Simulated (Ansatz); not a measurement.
**C2HF2Sn radical: how energies converge with the basis set**

An exercise on one series of results from a longer session: the logs are not shown, and one member is left open.

The runs use Ansatz 0.2.0, Gaussian basis; one geometry, several basis sets.

The runs, in order: PBE0-D4/def2-SVP; ωB97M-V/def2-SVP; PBE0-D4/def2-QZVPP; ωB97M-V/def2-QZVPP; the functionals' def2-TZVPP values are taken from earlier runs.

### The geometry

The geometry comes from an earlier relaxation with PBE0-D4 in a triple-zeta def2 set; it is a stationary point. Sn takes the def2 core potential; no spin-orbit term is included.

SMILES `C#[C][Sn]([F])[F]`, 6 atoms, charge 0, spin multiplicity 2.

Atoms are counted from 1 here; the program's logs count them from 0.

Bond lengths: C1–C2 1.207 Å, C1–H6 1.067 Å, C2–Sn3 2.079 Å, Sn3–F4 1.914 Å, Sn3–F5 1.914 Å. Angles: C2–C1–H6 177.8°, C1–C2–Sn3 171.8°, C2–Sn3–F4 107.4°, C2–Sn3–F5 107.4°, F4–Sn3–F5 103.3°.

Set-up of the first run:

Input file in.yaml:

```yaml
crystal:
  periodic: [false, false, false]
  atoms:
    - {symbol: C, position_ang: [-0.230698, 0.672594, 1.751827]}
    - {symbol: C, position_ang: [0.006686, 0.182234, 0.674925]}
    - {symbol: Sn, position_ang: [0.640376, -0.801075, -1.043969]}
    - {symbol: F, position_ang: [-0.857251, -1.773346, -1.733269]}
    - {symbol: F, position_ang: [0.954482, 0.529919, -2.383041]}
    - {symbol: H, position_ang: [-0.471495, 1.125773, 2.687427]}
basis:
  gaussian: {orbitals: def2-SVP}
magnetization: {spin_polarized: true, initial_magnetization: 1}
hamiltonian: {xc: pbe0, dispersion: d4}
output: {orbitals: {seedname: orbitals}}
```

Launch:

```bash
$ ansatz run in.yaml --threads 4 --pin off --events-out ev --progress --plain --max-ram 10444MiB
```

Steps of the session up to this table: PBE0-D4 in def2-SVP; ωB97M-V in def2-SVP; PBE0-D4 in def2-QZVPP; ωB97M-V in def2-QZVPP.

One table of the session follows, with a row left open; its other results are not shown here.

It belongs to the step «Functionals by basis». 

```
functional       basis  HOMO (eV)  LUMO (eV)
   PBE0-D4    def2-SVP      -7.63      -4.52
   PBE0-D4  def2-TZVPP      -7.80      -4.66
   PBE0-D4  def2-QZVPP          ?          ?
   ωB97M-V    def2-SVP      -9.71      -2.66
   ωB97M-V  def2-TZVPP      -9.92      -2.84
   ωB97M-V  def2-QZVPP      -9.94      -2.89
```

Estimate the missing values for PBE0-D4, def2-QZVPP.

As computed: HOMO (eV): -7.82; LUMO (eV): -4.67. In the column «HOMO (eV)» it lies between ωB97M-V, def2-SVP (-9.71) and PBE0-D4, def2-TZVPP (-7.80).
